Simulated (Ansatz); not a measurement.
**C2H5ClOSi: one species, many methods**

An exercise on one series of results from a longer session: the logs are not shown, and one member is left open.

Program: Ansatz 0.2.0, Gaussian basis. Level of theory: functionals in def2-TZVPP, the program's frozen cores in correlated methods. These are calculated values, not measurements.

The runs, in order: PBE-D4, r2SCAN-D4, PBE0-D4, B3LYP-D4, ωB97X-V, ωB97M-V, B2PLYP; CCSD(T)/def2-TZVPP; MP2/def2-QZVPP; extrapolation to the limit.

## Structure used throughout

An earlier PBE0-D4 in a triple-zeta def2 set relaxation fixed the geometry.

SMILES `O/C=C/[SiH2]Cl`, 10 atoms, charge 0, spin multiplicity 1.

Atoms are counted from 1 here; the program's logs count them from 0.

Bond lengths: O1–C2 1.347 Å, O1–H6 0.960 Å, C2–C3 1.333 Å, C2–H7 1.089 Å, C3–Si4 1.828 Å, C3–H8 1.087 Å, Si4–Cl5 2.066 Å, Si4–H9 1.485 Å, Si4–H10 1.482 Å. Angles: C2–O1–H6 110.1°, O1–C2–C3 122.8°, O1–C2–H7 115.5°, C3–C2–H7 121.7°, C2–C3–Si4 120.2°, C2–C3–H8 118.1°, Si4–C3–H8 121.7°, C3–Si4–Cl5 111.6°, C3–Si4–H9 109.0°, C3–Si4–H10 112.5°, Cl5–Si4–H9 107.5°, Cl5–Si4–H10 105.6°, H9–Si4–H10 110.4°.

Set-up of the first run:

in.yaml reads:

```yaml
crystal:
  periodic: [false, false, false]
  atoms:
    - {symbol: O, position_ang: [-0.691919, 2.341816, -0.029165]}
    - {symbol: C, position_ang: [-0.185432, 1.128520, 0.262095]}
    - {symbol: C, position_ang: [-0.221611, 0.107057, -0.593933]}
    - {symbol: Si, position_ang: [0.502028, -1.506775, -0.131647]}
    - {symbol: Cl, position_ang: [-0.950020, -2.963418, 0.066842]}
    - {symbol: H, position_ang: [-0.570833, 2.936605, 0.714867]}
    - {symbol: H, position_ang: [0.262049, 1.031411, 1.250506]}
    - {symbol: H, position_ang: [-0.688580, 0.267275, -1.562224]}
    - {symbol: H, position_ang: [1.184191, -1.373158, 1.180300]}
    - {symbol: H, position_ang: [1.443427, -2.020433, -1.154540]}
basis:
  gaussian: {orbitals: def2-TZVPP}
hamiltonian: {xc: pbe, dispersion: d4}
output: {forces: true, orbitals: {seedname: orbitals}}
```

The run is started by

```
> ansatz run in.yaml --threads 4 --pin off --events-out ev --progress --plain --max-ram 10444MiB
```

Steps of the session up to this table: PBE-D4 (GGA); r2SCAN-D4 (meta-GGA); PBE0-D4 (hybrid); B3LYP-D4 (hybrid); ωB97X-V (range-separated); ωB97M-V (range-separated); B2PLYP (double hybrid); CCSD(T) in def2-TZVPP; MP2 in def2-QZVPP.

One table of the session follows, with a row left open; its other results are not shown here.

It belongs to the step «Atomisation energies». 

```
            method  atomisation energy (eV)
            PBE-D4                   39.709
         r2SCAN-D4                   39.064
           PBE0-D4                   38.969
          B3LYP-D4                   38.769
           ωB97X-V                   38.984
           ωB97M-V                   39.033
            B2PLYP                   38.408
     HF/def2-TZVPP                   28.276
    MP2/def2-TZVPP                        ?
   CCSD/def2-TZVPP                   37.160
CCSD(T)/def2-TZVPP                   37.803
           MP2/CBS                   39.713
       CCSD(T)/CBS                   38.902
```

Estimate the missing values for MP2/def2-TZVPP.

The run gave: atomisation energy (eV): 38.614. In the column «atomisation energy (eV)» it lies between B2PLYP (38.408) and B3LYP-D4 (38.769).

To keep in mind: Free atoms (1 O, 2 C, 1 Si, 1 Cl, 5 H) were run apart at each level; the atomisation energy is their sum less the molecule, without zero-point or spin-orbit terms.
